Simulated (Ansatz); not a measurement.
# C6H7NO: the cost of one run

Method: the levels named in each step, in Ansatz 0.2.0.

## 1. The system as given

Bond lengths (14 of 15 bonds, heavy atoms first): N1–C2 1.380 Å, C2–C3 1.397 Å, C3–C4 1.379 Å, C4–C5 1.384 Å, C5–C6 1.390 Å, C6–O7 1.364 Å, C2–C8 1.392 Å, C6–C8 1.386 Å, N1–H9 1.007 Å, N1–H10 1.007 Å, C3–H11 1.080 Å, C4–H12 1.080 Å, C5–H13 1.082 Å, O7–H14 0.965 Å. Angles (14 of 22 angles, heavy atoms first): N1–C2–C3 120.6°, N1–C2–C8 120.2°, C3–C2–C8 119.1°, C2–C3–C4 120.1°, C3–C4–C5 120.8°, C4–C5–C6 119.4°, C5–C6–O7 121.9°, C5–C6–C8 120.2°, O7–C6–C8 117.9°, C2–C8–C6 120.4°, C2–N1–H9 116.3°, C2–N1–H10 116.2°, C2–C3–H11 119.5°, C4–C3–H11 120.4°.

Structure file:

```xyz
15

N     2.4126    0.1595    0.9875
C     1.0922    0.2148    0.5904
C     0.2715    1.2690    0.9975
C    -1.0267    1.3521    0.5384
C    -1.5353    0.4000   -0.3282
C    -0.7238   -0.6514   -0.7377
O    -1.1726   -1.6206   -1.5862
C     0.5810   -0.7447   -0.2785
H     2.6498    0.6752    1.8192
H     2.8650   -0.7363    0.9050
H     0.6624    2.0173    1.6710
H    -1.6564    2.1682    0.8612
H    -2.5542    0.4691   -0.6844
H    -2.0895   -1.4385   -1.8242
H     1.1920   -1.5702   -0.6091
```

## 2. A rough first relaxation, PBE-D4/def2-SVP

The input, input.yaml:

```yaml
crystal:
  periodic: [false, false, false]
  atoms:
    - { symbol: "N", position_ang: [2.41256, 0.15954, 0.98752] }
    - { symbol: C, position_ang: [1.09218, 0.21478, 0.59042] }
    - { symbol: C, position_ang: [0.27147, 1.26895, 0.99751] }
    - { symbol: C, position_ang: [-1.02666, 1.35207, 0.53841] }
    - { symbol: C, position_ang: [-1.5353, 0.40003, -0.32819] }
    - { symbol: C, position_ang: [-0.72384, -0.65137, -0.73772] }
    - { symbol: O, position_ang: [-1.17265, -1.62059, -1.58625] }
    - { symbol: C, position_ang: [0.58102, -0.74474, -0.2785] }
    - { symbol: H, position_ang: [2.6498, 0.6752, 1.81921] }
    - { symbol: H, position_ang: [2.865, -0.73628, 0.905] }
    - { symbol: H, position_ang: [0.66244, 2.01735, 1.67104] }
    - { symbol: H, position_ang: [-1.65636, 2.16819, 0.86124] }
    - { symbol: H, position_ang: [-2.55421, 0.46908, -0.68436] }
    - { symbol: H, position_ang: [-2.0895, -1.43855, -1.82417] }
    - { symbol: H, position_ang: [1.19198, -1.57025, -0.60909] }
basis:
  gaussian: { orbitals: def2-SVP }
hamiltonian:
  xc: pbe
  dispersion: d4
relax:
  f_tol: 0.03
  max_steps: 200
```

Run with:

```
> ansatz run input.yaml --threads 4 --pin off --max-ram 10240MiB --backend cpu --events-out ev --progress --plain --runs-dir out
```

What time and memory should one allow on 4 threads of Intel Xeon Platinum 8488C (Sapphire Rapids), shared host?

About 6.9 s, with a peak of 0.21 GiB.
